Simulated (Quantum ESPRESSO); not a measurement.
The system is Al2C, a sheet with vacuum.

```
CELL_PARAMETERS angstrom
3.11480 0.00000 0.00000
-1.55740 2.69750 0.00000
0.00000 0.00000 27.63983
ATOMIC_POSITIONS crystal
Al 0.33333 0.66667 0.25146
Al 0.66667 0.33333 0.32741
C 0.00000 0.00000 0.28944
```

The cell was built by a generator and needn't be a form met in nature.

A sound run:

- Program: Quantum ESPRESSO 7.5
- Task: work function
- Functional: PBE
- Potentials or basis: PseudoDojo 0.4.1 SR PBE standard
- Cutoff: 1116 eV
- Density cutoff: 4463 eV
- k mesh: 10 × 10 × 1
- Occupations: fermi-dirac, width 0.05 eV
- Spin: no spin polarisation

It gives largest force 0.024 eV/Å; band gap on the k mesh none (metal or under the smearing width).

Problem. What do these careless settings give instead: cutoff 667 eV in place of 1116 eV; density cutoff 2680 eV in place of 4463 eV?

Solution. Largest force 0.007 eV/Å; band gap on the k mesh none (metal or under the smearing width). The run converged, but these numbers show the error of the settings and aren't properties of the sheet.
